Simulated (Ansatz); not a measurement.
# TlVCl3: the cost of one run

Computed with Ansatz 0.2.0 (DFT r2SCAN, scalar-relativistic, plane waves, PAW, unless a step's input says otherwise).

## (1) Starting point

It takes space group P6_3/mmc (No. 194, hexagonal). The conventional cell has a = 6.922 Å, b = 6.922 Å, c = 6.155 Å, α = 90.00°, β = 90.00°, γ = 120.00°. Around V (site symmetry -3m) lie 6 Cl at 2.48 Å. Tl (site symmetry -6m2) has 12 Cl at 3.46 to 3.70 Å in its first shell of neighbours. Cl (site symmetry mm2) has 2 V at 2.48 Å and 4 Tl at 3.46 to 3.70 Å in its first shell of neighbours.

Structure file:

```cif
data_structure
_symmetry_space_group_name_H-M 'P 1'
_symmetry_Int_Tables_number 1
_cell_length_a 6.9221
_cell_length_b 6.9221
_cell_length_c 6.1546
_cell_angle_alpha 90.000
_cell_angle_beta 90.000
_cell_angle_gamma 120.000
_cell_volume 255.39
loop_
_atom_site_label
_atom_site_type_symbol
_atom_site_fract_x
_atom_site_fract_y
_atom_site_fract_z
_atom_site_occupancy
V1 V 0.00000 0.00000 0.50000 1
V2 V 0.00000 0.00000 0.00000 1
Tl1 Tl 0.66667 0.33333 0.25000 1
Tl2 Tl 0.33333 0.66667 0.75000 1
Cl1 Cl 0.32532 0.16266 0.75000 1
Cl2 Cl 0.67468 0.83734 0.25000 1
Cl3 Cl 0.83734 0.16266 0.75000 1
Cl4 Cl 0.16266 0.83734 0.25000 1
Cl5 Cl 0.83734 0.67468 0.75000 1
Cl6 Cl 0.16266 0.32532 0.25000 1
```

(A quick probe on a coarse mesh, which set the mesh and smearing, is not shown.)

## (3) Relaxing cell and atoms

input.yaml reads:

```yaml
crystal:
  lattice:
    - [6.9221257281, 0.0, 0.0]
    - [-3.461062864, 5.9947367287, 0.0]
    - [0.0, 0.0, 6.15463623]
  atoms:
    - { symbol: V, position: [0.0, 0.0, 0.5], spin: 2.71 }
    - { symbol: V, position: [0.0, 0.0, 0.0], spin: 2.71 }
    - { symbol: Tl, position: [0.66666667, 0.33333333, 0.25] }
    - { symbol: Tl, position: [0.33333333, 0.66666667, 0.75] }
    - { symbol: Cl, position: [0.32532104, 0.16266052, 0.75] }
    - { symbol: Cl, position: [0.67467896, 0.83733948, 0.25] }
    - { symbol: Cl, position: [0.83733948, 0.16266052, 0.75] }
    - { symbol: Cl, position: [0.16266052, 0.83733948, 0.25] }
    - { symbol: Cl, position: [0.83733948, 0.67467896, 0.75] }
    - { symbol: Cl, position: [0.16266052, 0.32532104, 0.25] }
basis:
  ecutwfc: 500
kpoints:
  mp_grid: { grid: [6, 6, 6] }
hamiltonian:
  xc: r2scan
scf:
  occupations: { method: gaussian, width: 0.02 }
output:
  forces: true
  stress: true
  eigenvalues: true
  populations: true
magnetization:
  spin_polarized: true
relax:
  adjacent_minimum: "off"
  f_tol: 0.01
  max_steps: 80
  cell: { stress_tol: 0.05 }
```

Started as:

```
$ ansatz run input.yaml --threads 1 --pin off --max-ram 2560MiB --backend cpu --events-out ev --progress --plain --runs-dir out
```

Q: Estimate wall time and peak memory on 1 thread of Arm Neoverse N1, shared host.

About 15 min, with a peak of 1.5 GiB.
